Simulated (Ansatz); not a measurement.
# Fe3Co: the cost of one run

Computed with Ansatz 0.2.0 (DFT r2SCAN, scalar-relativistic, plane waves, PAW, unless a step's input says otherwise).

1 further run of the same task is left out (set aside as unsound or not needed).

## Step 1: The starting structure

Symmetry: P4/mmm, No. 123, tetragonal system. The conventional cell has a = 4.022 Å, b = 4.022 Å, c = 2.836 Å, α = 90.00°, β = 90.00°, γ = 90.00°. Fe (site symmetry 4/mmm) is surrounded by 8 Fe at 2.46 Å. Around Fe (site symmetry mmm) lie 4 Fe at 2.46 Å and 4 Co at 2.46 Å. Co (site symmetry 4/mmm) has 8 Fe at 2.46 Å as nearest neighbours.

Structure file:

```xyz
4
Lattice="4.0218 0.0000 0.0000 0.0000 4.0218 0.0000 0.0000 0.0000 2.8356" Properties=species:S:1:pos:R:3 pbc="T T T"
Fe    2.0109    2.0109    0.0000
Fe    2.0109    0.0000    1.4178
Fe    0.0000    2.0109    1.4178
Co    0.0000    0.0000    0.0000
```

It goes back to an entry of the Materials Project, which need not be the stable form.

This cell was relaxed beforehand with the same method: volume 11.47 Å³/atom, gap on the mesh none (metal), site moments up to 2.9 μB.

## Step 2: Electronic structure at the relaxed geometry

Contents of input.yaml:

```yaml
crystal:
  lattice:
    - [4.0218191314, 0.0, 0.0]
    - [0.0, 4.0218191314, 0.0]
    - [0.0, 0.0, 2.8356175363]
  atoms:
    - { symbol: Fe, position: [0.5, 0.5, 0.0], spin: 2.96 }
    - { symbol: Fe, position: [0.5, 0.0, 0.5], spin: 3.16 }
    - { symbol: Fe, position: [0.0, 0.5, 0.5], spin: 3.16 }
    - { symbol: Co, position: [0.0, 0.0, 0.0], spin: 2.11 }
basis:
  ecutwfc: 500
kpoints:
  mp_grid: { grid: [10, 10, 14] }
  band_path:
    path:
      - [[0.0, 0.0, 0.0], [0.0, 0.5, 0.0], [0.5, 0.5, 0.0], [0.0, 0.0, 0.0], [0.0, 0.0, 0.5], [0.0, 0.5, 0.5], [0.5, 0.5, 0.5], [0.0, 0.0, 0.5]]
      - [[0.0, 0.5, 0.0], [0.0, 0.5, 0.5]]
      - [[0.5, 0.5, 0.0], [0.5, 0.5, 0.5]]
    npoints: 14
hamiltonian:
  xc: r2scan
scf:
  occupations: { method: gaussian, width: 0.1 }
  n_extra_bands: 10
output:
  forces: true
  stress: true
  eigenvalues: true
  populations: true
  dos: { projected: true, de: 0.02, nscf_kmesh: { grid: [15, 15, 21] } }
  bader: true
magnetization:
  spin_polarized: true
checkpoint:
  read: start.run
  write: ck
  compress: false
  write_wavefunctions: false
  write_every: 100000
```

Command:

```
$ ansatz run input.yaml --threads 1 --pin off --max-ram 2560MiB --backend cpu --events-out ev --progress --plain --runs-dir out
```

What time and memory should one allow on 1 thread of Intel Xeon at 2.50GHz (Skylake/Cascade Lake), shared host?

About 6.8 min, with a peak of 1.1 GiB.
